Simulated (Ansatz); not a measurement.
Predict the output of the script below (the Python package of Ansatz (0.2.0)).

The script, `opt.py`:
```python
from dataclasses import dataclass

import ansatz as az
import numpy as np


@dataclass(frozen=True)
class Options:
    basis: str = "def2-SVP"
    xc: str = "cam_b3lyp"


settings = Options()

GEOMETRY = """
S    -1.43820    0.63050    1.32870
Si   -0.01110    0.00330   -0.06410
S     1.35070   -1.26610    0.91480
Cl   -0.83870   -1.01870   -1.57710
Br    1.05860    1.73820   -0.91970
H    -2.20200    1.39040    0.42520
H     2.14170   -1.54560   -0.15350
"""


def main() -> None:
    brclh2s2si = az.Crystal.molecule()
    for line in GEOMETRY.strip().splitlines():
        symbol, *xyz = line.split()
        brclh2s2si = brclh2s2si.atom(symbol, [float(v) for v in xyz])

    calculation = (
        brclh2s2si.calculation()
        .basis(gaussian=settings.basis)
        .functional(settings.xc)
    )
    symbols = [site.symbol for site in brclh2s2si.cartesian_sites]
    start = np.array([site.position_ang for site in brclh2s2si.cartesian_sites], dtype=float)
    data = calculation.relax(force_tolerance=0.02).run(threads=1).report
    end = np.array(data["positions_ang"])

    print("reference energy %16.6f eV" % data["reference_energy_ev"])
    print("total energy     %16.6f eV" % data["free_energy_ev"])
    print("occupied (up, down):", data["n_occupied"], " virtual:", data["n_virtual"], " frozen:", data["n_frozen"])

    print("final positions (A) and the move of each atom")
    for symbol, xyz, old in zip(symbols, end, start):
        print(f"{symbol:2s} {xyz[0]:10.5f} {xyz[1]:10.5f} {xyz[2]:10.5f}   {np.linalg.norm(xyz - old):7.4f}")

    charges = data["charge_distribution"]
    print("dipole moment", round(4.803205 * float(np.linalg.norm(charges["dipole_moment_e_ang"])), 3), "D")
    print("Mulliken:", [(s, round(q, 3)) for s, q in zip(symbols, charges["mulliken_charges_e"])])


if __name__ == "__main__":
    main()
```

```console
$ python opt.py
reference energy   -112136.762065 eV
total energy       -112136.762065 eV
occupied (up, down): [50, 50]  virtual: [64, 64]  frozen: 0
final positions (A) and the move of each atom
S    -1.43286    0.60168    1.35060    0.0366
Si    0.00318   -0.00030   -0.09294    0.0324
S     1.33350   -1.26187    0.97840    0.0660
Cl   -0.87592   -0.99021   -1.67235    0.1062
Br    1.05769    1.74188   -0.98605    0.0665
H    -2.13670    1.34894    0.47325    0.0911
H     2.11212   -1.50813   -0.09662    0.0743
dipole moment 0.51 D
Mulliken: [('S', -0.173), ('Si', 0.582), ('S', -0.173), ('Cl', -0.208), ('Br', -0.215), ('H', 0.094), ('H', 0.094)]
```

Caveats:
- Total energies depend on the basis set; only differences at equal settings carry meaning.
- The end point is the stationary point reached from this start; no frequency run checks that it is a minimum, and the basis set is modest.
- The whole script took 100 s on 1 thread of Arm Neoverse N1 (shared host), peak memory 0.45 GiB.

(Lines on the test bed's own set-up are left out of the output.)
